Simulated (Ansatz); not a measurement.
What does this script print? It uses Ansatz's Python interface.

`energy_clgeh5n2s.py`:
```python
'''Single point of ClGeH5N2S.'''

import warnings

import ansatz as az
from ase import Atoms
import numpy as np


def main() -> None:
    warnings.simplefilter('ignore', az.DeckWarning)

    atoms = Atoms(['N', 'Ge', 'N', 'S', 'Cl', 'H', 'H', 'H', 'H', 'H'], positions=[
        (-1.4246, 0.0922, -0.7724),
        (0.1199, 0.1362, 0.1771),
        (0.1602, -1.3685, 1.2562),
        (1.9123, 0.1213, -1.2366),
        (0.228, 1.9154, 1.3837),
        (-1.445, 0.9855, -1.4154),
        (-1.4247, -0.7043, -1.3955),
        (-0.5583, -1.2693, 1.9415),
        (1.079, -1.2819, 1.8668),
        (1.4362, 1.3223, -1.8025),
    ])
    geometry = az.Crystal.molecule_from_ase(atoms)

    job = (
        geometry.calculation()
        .basis(gaussian='def2-SVP')
        .functional('pbe0')
        .forces()
    )
    summary = job.session().plan(threads=1).execute().report

    print(f'E = {summary["free_energy_ev"]:.6f} eV = {summary["free_energy_ev"] / 27.211386246:.7f} Ha')
    print('converged:', summary['converged'], ' doubts:', summary['published_state_doubts'] or 'none')

    state = summary['mean_field']['state']
    print(f'mean field: {state["energy"]["hartree"]:.7f} Ha, <S^2> = {abs(state["spin_squared"]):.4f}, stability: {state.get("stability", {}).get("kind")}')

    symbols = [site.symbol for site in geometry.cartesian_sites]
    print('forces (eV/A)')
    for symbol, f in zip(symbols, summary['forces_ev_ang']):
        print(f'  {symbol:2s} {f[0]:9.4f} {f[1]:9.4f} {f[2]:9.4f}')

    charges = summary['charge_distribution']
    dipole = np.array(charges['dipole_moment_e_ang']) * 4.803205
    print('dipole (D): {:.3f} {:.3f} {:.3f}, length {:.3f}'.format(*dipole, np.linalg.norm(dipole)))
    print('atom  Mulliken   Lowdin')
    for symbol, m, l in zip(symbols, charges['mulliken_charges_e'], charges['lowdin_charges_e']):
        print(f'{symbol:4s} {m:9.3f} {l:8.3f}')


if __name__ == '__main__':
    main()
```

`python energy_clgeh5n2s.py` gives:
```text
E = -82905.129785 eV = -3046.7073245 Ha
converged: True  doubts: none
mean field: -3046.7073245 Ha, <S^2> = 0.0000, stability: minimum
forces (eV/A)
  N    -0.2681    2.9353   -1.3109
  Ge    0.7590   -0.9789   -0.1999
  N     3.4186    0.7655    0.6151
  S    -0.8962    1.1124    0.0103
  Cl   -0.1389    0.3141    0.0002
  H    -0.1687   -2.2950    1.5804
  H     0.0087   -0.3421   -0.2606
  H    -1.0263    0.0210    0.7032
  H    -2.2402   -0.4032   -1.6409
  H     0.5520   -1.1292    0.5032
dipole (D): -0.783 0.048 -0.624, length 1.003
atom  Mulliken   Lowdin
N       -0.382    0.044
Ge       0.614   -0.480
N       -0.380    0.038
S       -0.268    0.104
Cl      -0.272    0.135
H        0.154    0.067
H        0.147    0.012
H        0.133   -0.003
H        0.155    0.070
H        0.097    0.013
```

Caveats:
- Total energies depend on the basis set; only differences at equal settings carry meaning.
- The geometry is a force-field or estimated start, not a minimum of this method, and the basis set is short of its limit.
- The Löwdin charges here are taken after orthogonalising the functions within each atom; they differ from plain Löwdin charges, and their signs can be unphysical.
- Hardware and time: 6.7 s on 1 thread of Arm Neoverse V2, with other jobs on the host, peak memory 0.37 GiB.

(A comment or docstring line of the script was reworded after the run, the code is as it ran; lines on the test bed's own set-up are left out of the output.)
